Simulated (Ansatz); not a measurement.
# C4H8F2Si: the cost of one run

Computed with Ansatz 0.2.0 (the levels named in each step, unless a step's input says otherwise).

### 1 The structure to begin with

Bond lengths (14 of 15 bonds, heavy atoms first): C1–Si2 1.884 Å, Si2–F3 1.608 Å, Si2–F4 1.609 Å, Si2–C5 1.872 Å, C5–C6 1.508 Å, C5–C7 1.508 Å, C6–C7 1.489 Å, C1–H8 1.086 Å, C1–H9 1.087 Å, C1–H10 1.086 Å, C5–H11 1.084 Å, C6–H12 1.079 Å, C6–H13 1.080 Å, C7–H14 1.080 Å. Angles (14 of 30 angles, heavy atoms first): C1–Si2–F3 109.7°, C1–Si2–F4 109.8°, C1–Si2–C5 116.7°, F3–Si2–F4 100.4°, F3–Si2–C5 108.9°, F4–Si2–C5 110.1°, Si2–C5–C6 120.2°, Si2–C5–C7 120.3°, C6–C5–C7 59.2°, C5–C6–C7 60.4°, C5–C7–C6 60.4°, Si2–C1–H8 111.5°, Si2–C1–H9 110.4°, Si2–C1–H10 111.7°.

Coordinates:

```xyz
15

C     2.3149    0.0492   -0.2237
Si    0.5125   -0.1495    0.2877
F     0.0032   -1.6293   -0.0826
F     0.4028   -0.1979    1.8922
C    -0.7014    1.0986   -0.4014
C    -1.2830    0.9103   -1.7796
C    -2.1520    0.7278   -0.5838
H     2.7210    0.9987    0.1107
H     2.9210   -0.7397    0.2133
H     2.4342    0.0003   -1.3016
H    -0.5274    2.1301   -0.1184
H    -0.9967    0.0306   -2.3356
H    -1.4256    1.7860   -2.3950
H    -2.8956    1.4789   -0.3639
H    -2.4572   -0.2742   -0.3250
```

### 2 A rough first relaxation, PBE-D4/def2-SVP

This run stands in another session on the same molecule. It ended at:

```xyz
15

C     2.2822    0.0529   -0.2180
Si    0.5064   -0.1489    0.2987
F    -0.0377   -1.6187   -0.1916
F     0.4393   -0.1685    1.9358
C    -0.6810    1.0965   -0.3804
C    -1.2598    0.8848   -1.7772
C    -2.1445    0.7226   -0.5763
H     2.6824    1.0257    0.1332
H     2.9164   -0.7521    0.2038
H     2.3709    0.0247   -1.3227
H    -0.4892    2.1472   -0.1001
H    -0.9717   -0.0246   -2.3294
H    -1.3886    1.7758   -2.4113
H    -2.8963    1.4996   -0.3684
H    -2.4583   -0.2972   -0.3024
```

### 3 Relaxation, PBE0-D4/def2-TZVP

This run stands in another session on the same molecule. It ended at:

```xyz
15

C     2.2638    0.0579   -0.2153
Si    0.5014   -0.1554    0.2832
F    -0.0041   -1.5948   -0.1928
F     0.4270   -0.1681    1.8767
C    -0.6729    1.0798   -0.3860
C    -1.2586    0.8796   -1.7668
C    -2.1293    0.7249   -0.5717
H     2.6477    1.0218    0.1276
H     2.8865   -0.7289    0.2166
H     2.3647    0.0192   -1.3022
H    -0.4817    2.1139   -0.1139
H    -0.9864   -0.0160   -2.3130
H    -1.3839    1.7603   -2.3840
H    -2.8557    1.5001   -0.3629
H    -2.4478   -0.2746   -0.3019
```

### 4 Turn 0°, PBE0-D4/def2-TZVP

The input, input.yaml:

```yaml
crystal:
  periodic: [false, false, false]
  atoms:
    - { symbol: C, position_ang: [2.26382702, 0.05801412, -0.21524986] }
    - { symbol: Si, position_ang: [0.50138438, -0.15556788, 0.28321666] }
    - { symbol: F, position_ang: [-0.00405161, -1.5949653, -0.19272444] }
    - { symbol: F, position_ang: [0.42709466, -0.16834381, 1.87681826] }
    - { symbol: C, position_ang: [-0.67282857, 1.07955996, -0.38599643] }
    - { symbol: C, position_ang: [-1.25861732, 0.87955596, -1.7668108] }
    - { symbol: C, position_ang: [-2.12933008, 0.72506012, -0.57175177] }
    - { symbol: H, position_ang: [2.64757795, 1.02199289, 0.12761535] }
    - { symbol: H, position_ang: [2.88659771, -0.7286721, 0.21659762] }
    - { symbol: H, position_ang: [2.36471442, 0.01940933, -1.30222068] }
    - { symbol: H, position_ang: [-0.48140605, 2.1136997, -0.11391917] }
    - { symbol: H, position_ang: [-0.98671065, -0.01616793, -2.31299289] }
    - { symbol: H, position_ang: [-1.38379756, 1.76028929, -2.38397594] }
    - { symbol: H, position_ang: [-2.85557758, 1.50033871, -0.36301509] }
    - { symbol: H, position_ang: [-2.44819671, -0.27438305, -0.30211081] }
basis:
  gaussian: { orbitals: def2-TZVP }
hamiltonian:
  xc: pbe0
  dispersion: d4
output:
  forces: true
```

On the command line:

```
$ ansatz run input.yaml --threads 8 --pin off --max-ram 22528MiB --backend cpu --events-out ev --progress --plain --runs-dir out
```

**Question.** How long does this run take on 8 threads of Arm Neoverse V1, shared host, and how much memory does it need?

About 3.7 s, with a peak of 0.92 GiB.
